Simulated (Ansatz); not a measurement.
# TiSn3O8: the cost of one run

Computed with Ansatz 0.2.0 (DFT PBE, scalar-relativistic, plane waves, PAW, unless a step's input says otherwise).

2 further runs of the same task are left out: 1 that didn't finish, 1 set aside as unsound or not needed. Runs told in other sessions of the task aren't counted.

## 1. The structure to begin with

The structure is orthorhombic, space group Immm (No. 71). Conventional cell: a = 6.355 Å, b = 6.757 Å, c = 6.767 Å, α = 90.00°, β = 90.00°, γ = 90.00°. Ti (site symmetry mmm) is surrounded by 6 O at 1.98 to 2.03 Å. Around Sn (site symmetry mmm) lie 6 O at 2.05 to 2.10 Å. Sn (site symmetry 2mm) has 6 O at 2.07 to 2.10 Å in its first shell of neighbours. O (site symmetry m2m) is surrounded by 1 Ti at 2.03 Å and 2 Sn at 2.08 Å. Around O (site symmetry m2m) lie 3 Sn at 2.05 to 2.07 Å. Around O (site symmetry m) lie 1 Ti at 1.98 Å and 2 Sn at 2.10 Å.

Coordinates:

```
Ti Sn O
1.0
    -3.17743    3.37838    3.38371
     3.17743   -3.37838    3.38371
     3.17743    3.37838   -3.38371
Ti Sn O
1 3 8
Direct
  0.00000 0.00000 0.00000
  0.00000 0.50000 0.50000
  0.50000 0.24882 0.74882
  0.50000 0.75118 0.25118
  0.70027 0.00000 0.70027
  0.69601 0.50000 0.19601
  0.18945 0.95164 0.76219
  0.18945 0.42727 0.23781
  0.29973 0.00000 0.29973
  0.30399 0.50000 0.80399
  0.81055 0.57273 0.76219
  0.81055 0.04836 0.23781
```

It is the end of an earlier relaxation with the same method, from a generated guess; it is a trial structure. At a tolerance of 0.02 Å it has space group Immm (No. 71); it has 12.11 Å³/atom, an uncorrected energy of -1.94 eV/atom over the elements.

## 2. Static run: bands, density of states and charges

input.yaml reads:

```yaml
crystal:
  lattice:
    - [-3.1774333679, 3.3783827794, 3.3837131766]
    - [3.1774333679, -3.3783827794, 3.3837131766]
    - [3.1774333679, 3.3783827794, -3.3837131766]
  atoms:
    - { symbol: Ti, position: [0.0, 0.0, 0.0] }
    - { symbol: Sn, position: [0.0, 0.5, 0.5] }
    - { symbol: Sn, position: [0.5, 0.2488240858, 0.7488240858] }
    - { symbol: Sn, position: [0.5, 0.7511759142, 0.2511759142] }
    - { symbol: O, position: [0.7002703228, 0.0, 0.7002703228] }
    - { symbol: O, position: [0.6960096189, 0.5, 0.1960096189] }
    - { symbol: O, position: [0.1894508034, 0.9516365565, 0.762185753] }
    - { symbol: O, position: [0.1894508034, 0.4272650504, 0.237814247] }
    - { symbol: O, position: [0.2997296772, 0.0, 0.2997296772] }
    - { symbol: O, position: [0.3039903811, 0.5, 0.8039903811] }
    - { symbol: O, position: [0.8105491966, 0.5727349496, 0.762185753] }
    - { symbol: O, position: [0.8105491966, 0.0483634435, 0.237814247] }
basis:
  ecutwfc: 420
kpoints:
  mp_grid: { grid: [6, 6, 6] }
  band_path:
    path:
      - [[0.0, 0.0, 0.0], [0.5, 0.5, -0.5], [0.47044783, 0.52955217, -0.47044783]]
      - [[-0.47044783, 0.47044783, 0.47044783], [0.0, 0.0, 0.0], [0.49921297, -0.49921297, 0.49921297]]
      - [[0.50078703, 0.49921297, -0.49921297], [0.5, 0.5, -0.5]]
      - [[0.0, 0.0, 0.0], [0.0, 0.5, 0.0], [0.25, 0.25, 0.25], [0.5, 0.0, 0.0], [0.0, 0.0, 0.0], [0.0, 0.0, 0.5], [0.25, 0.25, 0.25]]
    npoints: 10
hamiltonian:
  xc: pbe
scf:
  occupations: { method: gaussian, width: 0.02 }
  n_extra_bands: 30
output:
  forces: true
  stress: true
  eigenvalues: true
  populations: true
  dos: { projected: true, de: 0.02, nscf_kmesh: { grid: [9, 9, 9] } }
  bader: false
  write_density: true
  write_potential: true
  elf: true
  volumetric_format: npy
```

Launch:

```
> ansatz run input.yaml --threads 4 --pin off --max-ram 8192MiB --backend cpu --events-out ev --progress --plain --runs-dir out
```

**Question.** How long does this run take on 4 threads of Intel Xeon at 2.50GHz (Skylake/Cascade Lake), shared host, and how much memory does it need?

About 60 s, with a peak of 1.2 GiB.
